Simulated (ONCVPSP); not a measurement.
# Gd: generating and testing an ONCV potential

Do these settings give a usable potential? It is generated, then checked for transferability, scattering, ghosts and hardness.

Program: ONCVPSP 4.0.1. Reference atom: PBE, scalar-relativistic, spherical and spin-unpolarised. All values are calculated.

## Step 1: Starting point

Typed settings, in words:

```
element                 : gadolinium (Gd, Z = 64)
type                    : optimised norm-conserving Vanderbilt (ONCV)
frozen core             : [Kr] 4d10
valence charge          : 18
reference configuration : 4f7 5s2 5p6 5d1 6s1.5 (charge +0.5)
partial waves           : 5s+6s: rc 1.90 bohr, ncon 4, nbas 8, qcut 5.6 1/bohr, 3 projectors, debl 2.5 Ha; 5p: rc 1.90 bohr, ncon 4, nbas 7, qcut 7.2 1/bohr, 2 projectors, debl 1.9 Ha; 5d: rc 3.05 bohr, ncon 5, nbas 10, qcut 6.2 1/bohr, 2 projectors, debl 2.9 Ha; 4f: rc 0.90 bohr, ncon 3, nbas 8, qcut 21.4 1/bohr, 3 projectors, debl 1.5 Ha
local potential         : polynomial inside 0.90 bohr (lpopt 3, dvloc0 0 Ha)
core correction         : Teter function, fcfact 6, rcfact 1.3
```

## Step 2: The generation run

Gd.dat reads:

```
# ATOM AND REFERENCE CONFIGURATION
# atsym  z   nc   nv     iexc    psfile
  Gd 64.00    9    5        4      upf
#
#   n    l    f
    1    0    2.00
    2    0    2.00
    2    1    6.00
    3    0    2.00
    3    1    6.00
    3    2   10.00
    4    0    2.00
    4    1    6.00
    4    2   10.00
    4    3    7.00
    5    0    2.00
    5    1    6.00
    5    2    1.00
    6    0    1.50
#
# PSEUDOPOTENTIAL AND OPTIMIZATION
# lmax
    3
#
#   l,   rc,      ep,       ncon, nbas, qcut
    0    1.90    0.00    4    8    5.60
    1    1.90    0.00    4    7    7.20
    2    3.05    0.00    5   10    6.20
    3    0.90    0.00    3    8   21.40
#
# LOCAL POTENTIAL
# lloc, lpopt,  rc(5),   dvloc0
    4    3    0.90    0.00
#
# VANDERBILT-KLEINMAN-BYLANDER PROJECTORs
# l, nproj, debl
    0    3    2.50
    1    2    1.90
    2    2    2.90
    3    3    1.50
#
# MODEL CORE CHARGE
# icmod, fcfact, rcfact
    3    6.00    1.30
#
# LOG DERIVATIVE ANALYSIS
# epsh1, epsh2, depsh
   -3.00    5.00    0.02
#
# OUTPUT GRID
# rlmax, drl
    6.00    0.01
#
# TEST CONFIGURATIONS
# ncnf
    4
# nvcnf
#   n    l    f
    5
    4    3    7.00
    5    0    2.00
    5    1    6.00
    5    2    1.00
    6    0    2.00
#
    5
    4    3    7.00
    5    0    2.00
    5    1    6.00
    5    2    1.00
    6    0    1.00
#
    5
    4    3    7.00
    5    0    2.00
    5    1    6.00
    5    2    1.00
    6    0    0.00
#
    5
    4    3    7.00
    5    0    2.00
    5    1    6.00
    5    2    0.00
    6    0    2.00
#
```

Started as:

```sh
$ oncvpsp.x < Gd.dat > Gd.out
```

What does the calculation give? Wanted: cutoffs for 1 and 0.1 mHa per electron, occupied waves; bound ghosts; GHOST(+) flags; largest test error; largest phase difference near zero energy, channels read; rms error of d²Exc/dn², without and with the model core.

The runs gave:

```
                                                quantity                              value
  cutoffs for 1 and 0.1 mHa per electron, occupied waves                  168 Ha and 187 Ha
                                            bound ghosts                     s at -15.73 eV
                                          GHOST(+) flags                         p at 95 eV
                            largest test error (AE − PS)  -4.8 meV, for 4f7 5s2 5p6 5d1 6s0
largest phase difference near zero energy, channels read                          0.000 rad
 rms error of d²Exc/dn², without and with the model core                  6.55 and 2.52 mHa
```

A bound ghost (s) makes it unfit for use: electrons can fall into a state that the atom doesn't have. By total energies transferability is very good: the largest error is 4.8 meV on 16.1 eV, for 4f7 5s2 5p6 5d1 6s0. Atomic tests can pass in spite of a ghost, since they solve only for the levels asked. It counts as very hard, with 168 Ha needed at the looser tolerance. At the looser tolerance the 4f wave is the slowest; 5p needs 17 Ha. Near zero energy the phases of the channels with partial waves agree within 0.001 rad. The pseudo curves have a pole with no partner nearby in the atom's: s at -0.58 Ha. The program also flags highly localised states, GHOST(+) (p). All of this concerns the isolated atom, not yet a solid.
